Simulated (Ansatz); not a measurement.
# Al2CrN3: the cost of one run

Program: Ansatz 0.2.0. Level of theory: DFT PBE, scalar-relativistic, plane waves, PAW. These are calculated values, not measurements.

## Step 1: Starting point

The structure is trigonal, space group P3m1 (No. 156). Conventional cell: a = 3.264 Å, b = 3.264 Å, c = 7.995 Å, α = 90.00°, β = 90.00°, γ = 120.00°. Around Al (site symmetry 3m) lie 4 N at 2.00 Å. Cr (site symmetry 3m) is surrounded by 4 N at 2.00 Å. Around N (site symmetry 3m) lie 4 Al at 2.00 Å. N (site symmetry 3m) has 3 Al at 2.00 Å and 1 Cr at 2.00 Å as nearest neighbours. Around N (site symmetry 3m) lie 3 Cr at 2.00 Å and 1 Al at 2.00 Å.

Structure file:

```
CELL_PARAMETERS angstrom
3.26398 0.00000 0.00000
-1.63199 2.82669 0.00000
0.00000 0.00000 7.99509
ATOMIC_POSITIONS crystal
Al 0.00000 0.00000 0.00000
Al 0.33333 0.66667 0.66667
Cr 0.66667 0.33333 0.33333
N 0.33333 0.66667 0.91667
N 0.66667 0.33333 0.58333
N 0.00000 0.00000 0.25000
```

The start is an ordering of an alloy on its end members' structure types: elements ordered on the sites of the AlN type, Cr/Al on Al (P3m1, No. 156).

## Step 2: Probe: one point on a coarse mesh

input.yaml

```yaml
crystal:
  lattice:
    - [3.26398034, 0.0, 0.0]
    - [-1.63199017, 2.82668989, 0.0]
    - [0.0, 0.0, 7.99508637]
  atoms:
    - { symbol: Al, position: [0.0, 0.0, 0.0] }
    - { symbol: Al, position: [0.33333333, 0.66666667, 0.66666667] }
    - { symbol: Cr, position: [0.66666667, 0.33333333, 0.33333333], spin: 3.0 }
    - { symbol: "N", position: [0.33333333, 0.66666667, 0.91666667] }
    - { symbol: "N", position: [0.66666667, 0.33333333, 0.58333333] }
    - { symbol: "N", position: [0.0, 0.0, 0.25] }
basis:
  ecutwfc: 420
kpoints:
  mp_grid: { grid: [6, 6, 2] }
hamiltonian:
  xc: pbe
scf:
  occupations: { method: gaussian, width: 0.1 }
  lower_state_search: "off"
output:
  forces: true
  stress: true
  eigenvalues: true
  populations: true
magnetization:
  spin_polarized: true
```

The run is started by

```
> ansatz run input.yaml --threads 1 --pin off --max-ram 2560MiB --backend cpu --events-out ev --progress --plain --runs-dir out
```

What time and memory should one allow on 1 thread of Intel Xeon Platinum 8259CL at 2.50GHz (Skylake/Cascade Lake), shared host?

About 7.9 s, with a peak of 0.38 GiB.
